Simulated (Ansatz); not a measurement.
**HfF2, relaxed**

Wanted: the geometry at rest of HfF2 (a known structure type filled with other elements, at an estimated volume), relaxing cell and atoms, and its electronic structure there.

Method: DFT, r2SCAN, no spin polarisation, plane waves, PAW, in Ansatz 0.2.0.

## 1. The system as given

Symmetry: Cmcm, No. 63, orthorhombic system. Conventional cell: a = 3.439 Å, b = 13.644 Å, c = 3.410 Å, α = 90.00°, β = 90.00°, γ = 90.00°. Around F (site symmetry m2m) lie 2 F at 2.34 Å and 6 Hf at 2.50 to 2.83 Å. Hf (site symmetry m2m) is surrounded by 10 F at 2.50 to 2.83 Å. F (site symmetry m2m) has 4 F at 2.42 Å and 4 Hf at 2.60 to 2.61 Å as nearest neighbours.

The coordinates stand in the input below.

The first density is read from a saved solution for the starting cell.

## 2. The walk to rest

File input.yaml:

```yaml
crystal:
  lattice:
    - [3.438621, 0.0, 0.0]
    - [1.719311, -6.821993, 0.0]
    - [0.0, 0.0, -3.409592]
  atoms:
    - { symbol: F, position: [0.441, 0.118, 0.75] }
    - { symbol: F, position: [0.559, 0.882, 0.25] }
    - { symbol: Hf, position: [0.106, 0.788, 0.75] }
    - { symbol: Hf, position: [0.894, 0.212, 0.25] }
    - { symbol: F, position: [0.75, 0.5, 0.75] }
    - { symbol: F, position: [0.25, 0.5, 0.25] }
  symmetry: { tolerance: 0.0003 }
kpoints:
  mp_grid: { grid: [6, 6, 5], shift: [0, 0, 0] }
magnetization:
  spin_polarized: false
scf:
  occupations: { method: methfessel_paxton, width: 0.1005 }
  lower_state_search: "off"
hamiltonian:
  pseudopotentials: { kind: paw }
  xc: r2scan
basis:
  ecutwfc: 500
  fft_grid_basis: typed
relax:
  max_steps: 60
  cell: { p_target: 0.0 }
  f_tol: 0.03
output:
  forces: true
  stress: true
  eigenvalues: true
  bader: true
  populations: true
  elf: true
  write_potential: true
  volumetric_format: npy
  dos:
    e_range: [-12, 8]
    de: 0.05
    projected: { site_lists: { F: [F], Hf: [Hf] } }
checkpoint:
  read: saved_state
```

Started as:

```sh
ansatz run input.yaml --threads 2 --pin off --max-ram 3584MiB --backend cpu --events-out ev --progress --plain --runs-dir out
```

The log of the run, shortened:

```text
Warning: RAYON_NUM_THREADS=2 ignored (pool sized by the plan → 2); use --threads N
[...]
Pseudopotentials: kind: paw
Pseudopotential: F, paw, valence charge 7, recommended cutoff 500 eV (meta_gga), F.paw.azcp
Pseudopotential: Hf, paw, valence charge 26, recommended cutoff 500 eV (meta_gga), Hf.paw.azcp
Functional definition: r2SCAN
[...]
Crystal: 6 atoms, lattice volume = 79.983 Å³
Basis set: ecut = 500 eV, 2035 PW (Γ), exchange–correlation on 108×216×100 points (64 copies of the dense FFT grid, shifted against one another)
Bands: 48, of which v1, the nominal top of the filled ones, is band 40 counted from 1 (39 counted from 0)
Symmetry: 8 space group operations
Space group: Cmcm (ITA 63), of the structure as read, at distance tolerance 1.3e-3 Å
k-points: 39 of 180
[...]
SCF iter   1: F=—  HF=-34705.752858 eV  |F-HF|=—  |Δ(HF+E_count)|=         —  Δρ=3.69e-3  dr2=5.68e-3  dr2_τ=4.33e-3  ethr=7.08e-6  ⟨swp⟩=2.1  Hψ=8852  notcnv=0
[...]
relax step   1: F+E_penalty+E_count = -34705.76293295 eV  Δ(F+E_penalty+E_count) = +0.000e0 eV  max|allowed force component| = 2.257e0 eV/Å  Δτ_max = 0.0000 Å  P = -12.612 GPa  Ω = 79.983 Å³  (7 SCF iters, dr2 threshold 1.00e-7 eV, accepted)
[...]
relax step   4: F+E_penalty+E_count = -34709.34953415 eV  Δ(F+E_penalty+E_count) = -9.552e-1 eV  max|allowed force component| = 4.650e-1 eV/Å  Δτ_max = 0.1234 Å  P = +2.722 GPa  Ω = 67.623 Å³  energy of the carried Pulay correction = +9.981e-3 eV  (9 SCF iters, dr2 threshold 6.00e-7 eV, accepted)
[...]
relax step   7: F+E_penalty+E_count = -34709.45035371 eV  Δ(F+E_penalty+E_count) = -1.366e-2 eV  max|allowed force component| = 1.009e-1 eV/Å  Δτ_max = 0.0260 Å  P = -0.808 GPa  Ω = 69.092 Å³  energy of the carried Pulay correction = +8.641e-3 eV  (8 SCF iters, dr2 threshold 6.00e-7 eV, accepted)
[...]
relax step  10: F+E_penalty+E_count = -34709.46469223 eV  Δ(F+E_penalty+E_count) = -5.148e-3 eV  max|allowed force component| = 3.504e-2 eV/Å  Δτ_max = 0.0562 Å  P = +0.401 GPa  Ω = 68.294 Å³  energy of the carried Pulay correction = +9.363e-3 eV  (9 SCF iters, dr2 threshold 6.00e-7 eV, accepted)
relax step  11: F+E_penalty+E_count = -34709.46929735 eV  Δ(F+E_penalty+E_count) = -4.605e-3 eV  max|allowed force component| = 1.271e-1 eV/Å  Δτ_max = 0.0457 Å  P = +0.474 GPa  Ω = 68.274 Å³  energy of the carried Pulay correction = +9.382e-3 eV  (9 SCF iters, dr2 threshold 6.00e-7 eV, accepted)
relax step  12: F+E_penalty+E_count = -34709.48014075 eV  Δ(F+E_penalty+E_count) = -1.084e-2 eV  max|allowed force component| = 8.173e-2 eV/Å  Δτ_max = 0.0664 Å  P = +1.203 GPa  Ω = 68.144 Å³  energy of the carried Pulay correction = +9.501e-3 eV  (7 SCF iters, dr2 threshold 6.00e-7 eV, accepted)
```

## 3. More of the same log

Output, continued:

```text
relax step  13: F+E_penalty+E_count = -34709.46495892 eV  Δ(F+E_penalty+E_count) = +1.518e-2 eV  max|allowed force component| = 8.137e-1 eV/Å  Δτ_max = 0.1770 Å  P = +5.398 GPa  Ω = 68.232 Å³  energy of the carried Pulay correction = +9.420e-3 eV  (8 SCF iters, dr2 threshold 6.00e-7 eV, rejected (line search))
relax step  14: F+E_penalty+E_count = -34709.50231595 eV  Δ(F+E_penalty+E_count) = -2.218e-2 eV  max|allowed force component| = 1.050e-1 eV/Å  Δτ_max = 0.0534 Å  P = +0.162 GPa  Ω = 68.928 Å³  energy of the carried Pulay correction = +8.788e-3 eV  (15 SCF iters, accepted)
relax step  15: F+E_penalty+E_count = -34709.52142181 eV  Δ(F+E_penalty+E_count) = -1.911e-2 eV  max|allowed force component| = 8.208e-2 eV/Å  Δτ_max = 0.0663 Å  P = +0.451 GPa  Ω = 69.567 Å³  energy of the carried Pulay correction = +8.217e-3 eV  (7 SCF iters, dr2 threshold 6.00e-7 eV, accepted)
relax step  16: F+E_penalty+E_count = -34709.54089010 eV  Δ(F+E_penalty+E_count) = -1.947e-2 eV  max|allowed force component| = 2.556e-1 eV/Å  Δτ_max = 0.1086 Å  P = +2.192 GPa  Ω = 70.548 Å³  energy of the carried Pulay correction = +7.357e-3 eV  (8 SCF iters, dr2 threshold 6.00e-7 eV, accepted)
relax step  17: F+E_penalty+E_count = -34709.55209485 eV  Δ(F+E_penalty+E_count) = -1.120e-2 eV  max|allowed force component| = 2.001e-1 eV/Å  Δτ_max = 0.0649 Å  P = +2.121 GPa  Ω = 71.921 Å³  energy of the carried Pulay correction = +6.187e-3 eV  (8 SCF iters, dr2 threshold 6.00e-7 eV, accepted)
relax step  18: F+E_penalty+E_count = -34709.55956431 eV  Δ(F+E_penalty+E_count) = -7.469e-3 eV  max|allowed force component| = 4.693e-2 eV/Å  Δτ_max = 0.0353 Å  P = -0.704 GPa  Ω = 73.825 Å³  energy of the carried Pulay correction = +4.624e-3 eV  (7 SCF iters, dr2 threshold 6.00e-7 eV, accepted)
relax step  19: F+E_penalty+E_count = -34709.56336731 eV  Δ(F+E_penalty+E_count) = -3.803e-3 eV  max|allowed force component| = 2.762e-2 eV/Å  Δτ_max = 0.0125 Å  P = +0.003 GPa  Ω = 73.882 Å³  energy of the carried Pulay correction = +4.579e-3 eV  (6 SCF iters, dr2 threshold 6.00e-7 eV, accepted)
relax step  20: F+E_penalty+E_count = -34709.56349929 eV  Δ(F+E_penalty+E_count) = -1.320e-4 eV  max|allowed force component| = 1.801e-2 eV/Å  Δτ_max = 0.0042 Å  P = -0.053 GPa  Ω = 73.818 Å³  energy of the carried Pulay correction = +4.630e-3 eV  (6 SCF iters, dr2 threshold 4.62e-8 eV, accepted)
relax step  21: F+E_penalty+E_count = -34709.56347216 eV  Δ(F+E_penalty+E_count) = +2.713e-5 eV  max|allowed force component| = 1.477e-2 eV/Å  Δτ_max = 0.0059 Å  P = +0.127 GPa  Ω = 73.824 Å³  energy of the carried Pulay correction = +4.625e-3 eV  (6 SCF iters, dr2 threshold 5.27e-8 eV, rejected (line search))
relax step  22: F+E_penalty+E_count = -34709.56353865 eV  Δ(F+E_penalty+E_count) = -3.937e-5 eV  max|allowed force component| = 1.684e-3 eV/Å  Δτ_max = 0.0030 Å  P = -0.011 GPa  Ω = 73.858 Å³  energy of the carried Pulay correction = +4.598e-3 eV  (9 SCF iters, accepted)
Basis set: ecut = 500 eV, 1891 PW (Γ), exchange–correlation on 108×216×96 points (64 copies of the dense FFT grid, shifted against one another)
Initial wavefunctions: pseudopotential atomic-orbital guess (no wavefunctions were taken with the density)
iter 1 solved again at ethr=1.77e-7 eV; its pass at ethr=3.10e-3 eV (dr2=1.42e-4 eV) is discarded
SCF iter   1: F=—  HF=-34709.557334 eV  |F-HF|=—  |Δ(HF+E_count)|=         —  Δρ=6.45e-4  dr2=2.71e-5  dr2_τ=1.86e-4  ethr=1.77e-7  ⟨swp⟩=3.3  Hψ=10781  notcnv=0
preconditioner: auto → LDOS  [metal: Δε(μ)=0.045 eV  Ē_g=18.731 eV  σ=0.101 eV  W_gap=0.35  n_scr=20 (ndim 8)  ℏωp=37.7 eV  f_vac=0.051  D(μ)=2.05/eV (n_scr^D=14)  β→1.0]
SCF iter   2: F=—  HF=-34709.557544 eV  |F-HF|=—  |Δ(HF+E_count)|=   2.10e-4  S|Δr|=    0.00e0  Δρ=6.03e-5  dr2=9.26e-7  dr2_τ=1.24e-7  ethr=3.39e-8  ⟨swp⟩=2.0  Hψ=3120  notcnv=0
SCF iter   3: F=—  HF=-34709.557537 eV  |F-HF|=—  |Δ(HF+E_count)|=   6.89e-6  S|Δr|=    0.00e0  Δρ=4.30e-5  dr2=8.11e-7  dr2_τ=7.24e-8  ethr=1.16e-9  ⟨swp⟩=2.2  Hψ=3147  notcnv=0
SCF iter   4: F=—  HF=-34709.557537 eV  |F-HF|=—  |Δ(HF+E_count)|=   2.19e-7  S|Δr|=    0.00e0  Δρ=7.84e-6  dr2=2.41e-8  dr2_τ=2.65e-9  ethr=1.01e-9  ⟨swp⟩=2.0  Hψ=2971  notcnv=0
SCF iter   5: F=—  HF=-34709.557537 eV  |F-HF|=—  |Δ(HF+E_count)|=   4.23e-9  S|Δr|=    0.00e0  Δρ=1.84e-6  dr2=1.44e-9  dr2_τ=1.43e-10  ethr=3.02e-11  ⟨swp⟩=2.0  Hψ=3111  notcnv=0
SCF iter   6: F=—  HF=-34709.557537 eV  |F-HF|=—  |Δ(HF+E_count)|=  2.47e-10  S|Δr|=    0.00e0  Δρ=3.45e-7  dr2=5.14e-11  dr2_τ=5.17e-12  ethr=1.00e-12  ⟨swp⟩=5.0  Hψ=11302  notcnv=0
SCF iter   7: F=-34709.557537 eV  HF=-34709.557537 eV  |F-HF|=7.28e-12  |Δ(HF+E_count)|=  2.91e-11  S|Δr|=    0.00e0  Δρ=2.01e-7  dr2=1.47e-11  dr2_τ=2.25e-12  ethr=1.00e-12  ⟨swp⟩=6.0  Hψ=9087  notcnv=0
SCF 23 converged in 7 iterations: F = -34709.557537 eV  dr2 = 1.47e-11
relax step  23: F+E_penalty+E_count = -34709.55753678 eV  Δ(F+E_penalty+E_count) = +6.002e-3 eV  max|allowed force component| = 2.783e-3 eV/Å  Δτ_max = 0.0000 Å  P = -0.001 GPa  Ω = 73.858 Å³  stress off target by 4.00e-2 GPa  SCF on the basis re-selected at this cell (its energy is not comparable with the rows above)  (7 SCF iters)
basis re-selected at this cell: Δ(F+E_penalty+E_count) = +6.002e-3 eV, ΔP = +0.010 GPa vs the last step (what re-selecting the basis moved, of the pressure what is left beyond the Pulay correction that the steps carried, after the strain that the cell walked since its last selection, with what the two solves' SCF thresholds leave and, on support functions, any second-order correction that the steps lacked; it is no measure of the basis error at this ecutwfc). The dense FFT grid was sized anew with the basis: this SCF ran on 27×54×24 points, the steps before it on 27×54×25, so part of this shift can come from that change (see relax.cell in the input reference). This SCF's stress stands 4.00e-2 GPa from its target on what of the cell is left free (relax.cell.stress_tol is 5.00e-2 GPa) and its largest allowed force component is 2.78e-3 eV/Å (relax.f_tol is 3.00e-2 eV/Å): within both
SCF converged after 7 iterations
Stability not checked: this state was not tested for a lower state beside it, because cold or Methfessel-Paxton smearing, or corrected tetrahedra, fill the levels in a way that the test cannot read (fill_not_monotonic; see scf.lower_state_search)
Free energy (F): -34709.557537 eV
Harris-Foulkes:  -34709.557537 eV  (|F-HF|=7.28e-12)
Internal energy: -34709.556848 eV  (E = F + TS)
E sigma→0 (E₀):  -34709.557365 eV
Entropy (-TS):   -0.000689 eV (-0.115 meV/atom)
Fermi energy:    15.860056 eV
--- Per-component energies (eV) ---
  E_band       = -179.719031
  E_kinetic    = 1681.012841
  E_local      = -13196.959682  (includes V_loc(G=0)·N_el)
  E_nonlocal   = -2207.320219
  E_hartree    = 5977.956886
  E_xc         = -882.884276
  E_vxc        = -1049.047986  (∫ρ·V_xc dr)
  E_paw        = -14712.043031  (= ΣΔE_a)
  E_vpaw       = 2574.703620  (= ΣTr[D̂ρ^β])
  E_aug_tail   = 0.004142  (compensation charges beyond the density's cutoff)
  E_vtau       = 61.974360  (kinetic-family band-sum trace: ∫τ·v_τ [+ j·A + Jᵃ·Aᵃ] dr)
  E_ewald      = -11369.840987
  E_core_change = 0.517478  (= ΣΔE_core)
  E_smearing   = -0.000689  (= −TS)
  E_closure    = 0.000000  (closes the sum)
  Σ components = -34709.557537   (vs F -34709.557537, Δ=0.00e0)
--- Forces (eV/Å), atoms counted from 1 ---
  atom   1  F     -0.00000000     0.00278276     0.00000000
  atom   2  F      0.00000000    -0.00278276     0.00000000
  atom   3  Hf     0.00000000    -0.00047903     0.00000000
  atom   4  Hf    -0.00000000     0.00047903     0.00000000
  atom   5  F     -0.00000000     0.00017666     0.00000000
  atom   6  F      0.00000000    -0.00017666     0.00000000
  max |Σ_I F_I| component: 0.00e0 eV/Å
--- Stress (GPa, compression-positive) ---
        0.039979       0.000000       0.000000
        0.000000      -0.025926       0.000000
        0.000000       0.000000      -0.018347
  P = ⅓ Tr σ = -0.0014 GPa (-0.014 kbar)
--- Band table (eV; the first three rows and the last of 39) ---
  k-point 0: bands = ["-49.2901", "-49.2786", "-17.4639", "-17.4563", "-17.4401", "-17.2070", "-16.7850", "-16.7517", "-12.6335", "-12.1399", "-10.8300", "-10.4522", "2.2557", "2.2634", "2.2843", "2.2968", "2.3029", "2.3043", "2.3098", "2.3149", "2.3323", "2.3374", "2.3453", "2.3624", "2.4018", "2.4196", "6.4830", "7.1200", "7.5634", "7.6054", "7.6686", "7.7400", "8.1772", "8.3432", "8.4797", "9.5666", "9.9425", "10.1754", "12.5128", "13.2736", "16.0573", "18.0345", "18.5235", "19.1667", "19.3871", "19.4616", "19.6691", "20.3523"]
  k-point 1: bands = ["-49.2701", "-49.2607", "-17.4254", "-17.4094", "-17.4061", "-17.1986", "-17.1454", "-17.1159", "-12.3634", "-11.9532", "-10.8094", "-10.5096", "2.2734", "2.2808", "2.2832", "2.2865", "2.3006", "2.3080", "2.3152", "2.3203", "2.3271", "2.3315", "2.3645", "2.3773", "2.3795", "2.3917", "6.3325", "6.7205", "6.7840", "6.8855", "7.3391", "7.8058", "7.9152", "8.4579", "8.9661", "9.5957", "9.9082", "9.9301", "13.8840", "14.9895", "16.6093", "16.8493", "18.4907", "18.8494", "19.2593", "19.2778", "19.4118", "20.3007"]
  k-point 2: bands = ["-49.2363", "-49.2327", "-17.6964", "-17.6932", "-17.3602", "-17.3528", "-17.2544", "-17.1861", "-11.8743", "-11.7029", "-10.7831", "-10.6787", "2.2845", "2.2871", "2.2912", "2.2971", "2.2985", "2.3066", "2.3098", "2.3146", "2.3500", "2.3502", "2.3507", "2.3559", "2.4026", "2.4078", "5.3948", "5.5532", "6.5274", "6.6784", "7.2204", "7.4592", "8.1069", "8.3580", "8.6148", "9.1770", "10.0700", "10.1537", "15.0293", "15.4151", "17.8971", "18.5880", "19.1619", "19.4313", "19.5163", "20.1167", "20.2086", "20.3119"]
  k-point 38: bands = ["-49.2301", "-49.2266", "-17.7155", "-17.6939", "-17.5380", "-17.5324", "-17.1592", "-17.0971", "-12.1022", "-11.9689", "-10.6152", "-10.6116", "2.2868", "2.2888", "2.2934", "2.2940", "2.2968", "2.2974", "2.3076", "2.3123", "2.3474", "2.3478", "2.3506", "2.3562", "2.3951", "2.4024", "6.1415", "6.4228", "6.8420", "7.1588", "7.2799", "7.5030", "8.0044", "8.2193", "9.0708", "9.2272", "9.8358", "10.0123", "15.0760", "15.3333", "17.7394", "18.0991", "18.5058", "18.9349", "19.5816", "19.6753", "19.8770", "20.8271"]
--- Relaxed structure (22 steps of the walk, 20 accepted, 1 SCFs on fresh bases) ---
  F+E_penalty+E_count = -34709.55753678 eV   max|allowed force component| = 2.783e-3 eV/Å   (the final SCF, on the basis selected at the relaxed cell)
  cell:  # Å, volume = 73.8578 Å³
    - [3.5118131330790185, 1.2869454473063605e-7, 1.4289896804320551e-33]
    - [1.755906828008733, -7.134964792769378, 6.298769056485301e-33]
    - [-1.4169261847067541e-33, 2.7909873755904467e-33, -2.9476304158954822]
  atoms:
    - { symbol: F, position: [0.43010494438628205, 0.13979011122743565, 0.7499999999999998] }
    - { symbol: F, position: [0.5698950556137181, 0.8602098887725644, 0.24999999999999997] }
    - { symbol: Hf, position: [0.10434919766010642, 0.7913016046797868, 0.7499999999999998] }
    - { symbol: Hf, position: [0.8956508023398939, 0.2086983953202131, 0.24999999999999997] }
    - { symbol: F, position: [0.6952890656265678, 0.6094218687468644, 0.7499999999999998] }
    - { symbol: F, position: [0.30471093437343216, 0.3905781312531356, 0.24999999999999997] }
--- Löwdin populations: 6 sites ---
  site symbol       q [e]
     0      F      7.4296
     1      F      7.4296
     2     Hf     25.0136
     3     Hf     25.0136
     4      F      7.4616
     5      F      7.4616
  spilling = 0.002377 (of n_electrons = 80.000000)
--- Bader charges: 6 sites ---
  site symbol  charge [e]  shift [e]
     0      F     -0.8311     0.0005
     1      F     -0.8311     0.0005
     2     Hf      1.6074     0.0014
     3     Hf      1.6074     0.0014
     4      F     -0.7763     0.0009
     5      F     -0.7763     0.0009
  estimated error of the sums over rays = 4.3e-4 e
```

It took 6.5 min on 2 threads of Arm Neoverse V1, shared host; peak memory 0.65 GiB.

The steps of the relaxation:

```csv
step,energy from step 1 (eV/cell),largest force component (eV/Å),pressure (GPa),volume (Å³)
1,0.0000,2.2573,-12.61,79.98
2,-1.3780,2.1617,-9.69,75.76
3,-2.6314,1.3839,-4.81,71.41
4,-3.5866,0.4650,2.72,67.62
5,-3.6318,0.6191,1.21,68.69
6,-3.6738,0.1458,-0.19,68.99
7,-3.6874,0.1009,-0.81,69.09
8,-3.6935,0.0901,0.06,68.62
9,-3.6966,0.1470,0.02,68.57
10,-3.7018,0.0350,0.40,68.29
11,-3.7064,0.1271,0.47,68.27
12,-3.7172,0.0817,1.20,68.14
13x,-3.7020,0.8137,5.40,68.23
14,-3.7394,0.1050,0.16,68.93
15,-3.7585,0.0821,0.45,69.57
16,-3.7780,0.2556,2.19,70.55
17,-3.7892,0.2001,2.12,71.92
18,-3.7966,0.0469,-0.70,73.83
19,-3.8004,0.0276,0.00,73.88
20,-3.8006,0.0180,-0.05,73.82
21x,-3.8005,0.0148,0.13,73.82
22,-3.8006,0.0017,-0.01,73.86
23,-3.7946,0.0028,0.00,73.86
```

Step 1 is the start. Step 23 repeats the geometry before on a plane-wave basis chosen anew for that cell, so the energy can jump there without any move; the table keeps such jumps. 2 steps were tried and not accepted (marked x).

| input's cell | before | after | change |
| --- | --- | --- | --- |
| a (Å) | 3.439 | 3.512 | +2.1 % |
| b (Å) | 7.035 | 7.348 | +4.4 % |
| c (Å) | 3.410 | 2.948 | -13.5 % |
| γ (°) | 75.85 | 76.17 | +0.32° |
| volume (Å³/atom) | 13.33 | 12.31 | -7.7 % |

The largest move, 0.78 Å, apart from the change of the cell, is shared by several atoms, F5 among them.

## 4. Total and projected density of states

States per cell by energy window, from dos.tsv and pdos.tsv (tetrahedra; eV from the Fermi level):

```csv
from,to,total,F p,Hf d
-8.0,-7.0,4.29,3.89,0.28
-7.0,-6.0,5.14,4.92,0.15
-6.0,-5.0,2.68,2.63,0.03
-5.0,-4.0,0.00,0.00,0.00
-4.0,-3.0,0.03,0.00,0.01
-3.0,-2.0,0.32,0.02,0.17
-2.0,-1.0,1.12,0.11,0.74
-1.0,0.0,2.69,0.18,2.23
0.0,1.0,0.96,0.05,0.81
1.0,2.0,1.91,0.10,1.54
2.0,3.0,2.72,0.16,2.25
```

## 5. How the electrons are shared

By element, from the tables in the log (a charge is positive for electrons lost): Löwdin charges also hold the electrons that the projection spills.

```csv
element,atoms,Bader charge (e),Bader volume (Å³),Löwdin charge (e)
F,4,-0.83 to -0.78,9.6 to 11.8,-0.46 to -0.43
Hf,2,+1.61,15.5,+0.99
```

Löwdin charges rest on a small set of atomic orbitals that misses 0.2 % of the electrons, so they need not add up to the cell's charge and can differ from Bader's even in sign.

## 6. Maps of the fields

Maps in the plane spanned by a and b at height 0.750 along c (axes of the input's cell), one cell: a runs left to right (11 points from zero), b bottom to top (22 points), 76° apart. Near the nuclei they are pseudo-fields.

Valence density. Ten steps from '0' (0.03 e/Å³) to '9' (32.00 e/Å³), finer at the low end (step k begins (100^(k/10) - 1)/99 of the way up):
```
11000000001
33200000002
77631000025
89862000026
89973100015
68863112113
24431235431
11111257752
10000147762
00000024542
00000001221
00000000000
00000000000
00000000000
00000000000
00011100011
10123321011
11247742111
11147863111
10125652101
00012331000
10000110000
```

ELF. Ten even steps from '0' (0.01) to '9' (0.86):
```
22100000001
55300000003
99850000027
99994000049
98995011028
89983157513
26741499981
01210796697
30001697688
30000389998
10000037885
00000001221
00000000000
10000001333
30000001566
31134311355
31489972144
31698896134
41496588125
62289898226
85138996127
65201331025
```

Atoms within 0.2 Å of the plane, in fractions of a and b: F at (0.43, 0.14), Hf at (0.10, 0.79), F at (0.70, 0.61).

At the density minimum on some short contacts:

```csv
contact,length (Å),minimum at (fraction),density (e/Å³),ELF
Hf3–F5,2.183,0.53,0.470,0.12
F1–F6,2.318,0.50,0.211,0.05
```

## 7. What came out

| quantity | value |
| --- | --- |
| moves | 19 |
| energy gained | 633.4 meV/atom |
| largest move | 0.78 Å (F) |
| space group (0.01 Å), before / after | Cmcm / Cmcm |
| cell | a = 3.512 Å, b = 7.348 Å, c = 2.948 Å, α = 90.00°, β = 90.00°, γ = 76.17° |
| volume | 12.31 Å³/atom (-7.7 %) |
| pressure at the end | 0.00 GPa |
| formation energy (elements from separate runs) | -2.67 eV/atom |
| character | metal |
| density of states, mean within 0.25 eV of the Fermi level | 1.5 per eV per cell |
| Bader charges | F -0.83 to -0.78, Hf +1.61 e |

**Reading.** The volume shrank by 7.7 %, and the largest move of an atom is 0.78 Å apart from the change of the cell; the energy fell by 633.4 meV per atom. The shape changed more than that tells: the edges moved by +2, +4, -14 %. With 8 symmetry operations imposed, the end may be a saddle point towards distortions that break them. The cell is metallic; within 0.25 eV of the Fermi level the density of states averages 1.5 per eV per cell, mostly Hf d (84 %). Hf loses most charge (+1.61 e on average) and F gains most (-0.80 e). Against the elements' reference phases (F2 molecule, Hf hcp; separate runs with the same functional) the formation energy is -2.67 eV per atom, so it holds against falling apart into elements.

Limits of this run: the k mesh is coarse for a cell without a gap.
